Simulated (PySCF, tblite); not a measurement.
# C5H9N2P: geometry, infrared bands and NMR shifts

Wanted: the infrared bands and NMR shifts of C5H9N2P (`Cc1nn(C)c(C)p1`), by calculation.

The runs use tblite 0.8.0 and PySCF 2.14.0, with density-fitted response routines of our own; the level of theory stands in each step. All values are computed, except where a source is named. Atoms are numbered from 0 throughout.

## 1. The starting structure

17 atoms, charge 0, multiplicity 1; geometry from: force field or distance geometry start.

Bonds of the start (Å): C0–C1 1.50, C1–N2 1.33, N2–N3 1.37, N3–C4 1.44, N3–C5 1.39, C5–C6 1.48, C5–P7 1.85, P7–C1 1.84, C0–H8 1.10, C0–H9 1.09, C0–H10 1.09, C4–H11 1.10, C4–H12 1.10, C4–H13 1.10, C6–H14 1.09, C6–H15 1.11, C6–H16 1.09.

## 2. Geometry optimisation with GFN2-xTB

The job: settings as JSON, then the geometry in Å.

```
{"job": {"kind": "relax", "xc": "GFN2-xTB", "basis": "xTB"}, "charge": 0, "multiplicity": 1}
C      3.084200    -0.489100     0.310700
C      1.591100    -0.392000     0.241800
N      0.999400     0.797700     0.227200
N     -0.356300     0.632300     0.161500
C     -1.194800     1.802100     0.140400
C     -0.806300    -0.678800     0.153000
C     -2.234700    -1.049600     0.095100
P      0.565600    -1.917500     0.218200
H      3.401900    -1.017100     1.216800
H      3.530800     0.507000     0.331800
H      3.465600    -1.020500    -0.562500
H     -1.780200     1.780600    -0.789400
H     -1.854000     1.790200     1.017400
H     -0.563500     2.699200     0.152900
H     -2.381500    -2.129500     0.098100
H     -2.774800    -0.650000     0.976900
H     -2.699400    -0.652900    -0.806500
```

Run with:

```console
> OMP_NUM_THREADS=1 python probes_run.py task.json out
```

One launch serves the whole session: the jobs run in the order shown.

**Question.** This job is followed by: GFN2-xTB harmonic vibrations, gas phase; GIAO PBE0/pcSseg-1 NMR shielding, non-relativistic, gas phase. Predict these results of the whole session: strongest single infrared mode (GFN2-xTB); zero-point energy (GFN2-xTB); 13C shifts against TMS (PBE0/pcSseg-1); 1H shifts against TMS (PBE0/pcSseg-1, means over atoms taken as alike); 15N shifts against NH3 (PBE0/pcSseg-1); 31P shifts against H3PO4 (PBE0/pcSseg-1).

**Answer**, as computed:

| quantity | value |
| --- | --- |
| strongest single infrared mode (GFN2-xTB) | 1231 cm⁻¹, 74 km/mol |
| zero-point energy (GFN2-xTB) | 85.1 kcal/mol |
| 13C shifts against TMS (PBE0/pcSseg-1) | 179.7, 178.4, 39.6, 20.7, 17.5 ppm |
| 1H shifts against TMS (PBE0/pcSseg-1, means over atoms taken as alike) | 3.99, 2.68, 2.64 ppm |
| 15N shifts against NH3 (PBE0/pcSseg-1) | 375.2, 235.6 ppm |
| 31P shifts against H3PO4 (PBE0/pcSseg-1) | 117.0 ppm |

Over 26 steps the energy fell by 0.442 eV; of the close pairs, C5–P7 changed most, 1.850 to 1.733 Å. No mode is imaginary among the 45: a minimum at this level. The strongest single mode, at 1231 cm⁻¹, moves mainly C1. GFN2-xTB is a fitted tight-binding method: band positions and strengths are rough. Its intensities can rank the bands wrongly. H11, H12, H13 (mean) (hydrogen on a methyl carbon bonded to N) lies farthest downfield among hydrogen, at 3.99 ppm; its carbon carries N, hence the downfield position. At PBE0/pcSseg-1: The widest tensor belongs to N2: span 418 ppm, with a paramagnetic part of -436 ppm. NICS(1)zz of -26 ppm above the planar ring from C1 marks a diatropic (aromatic) ring current.
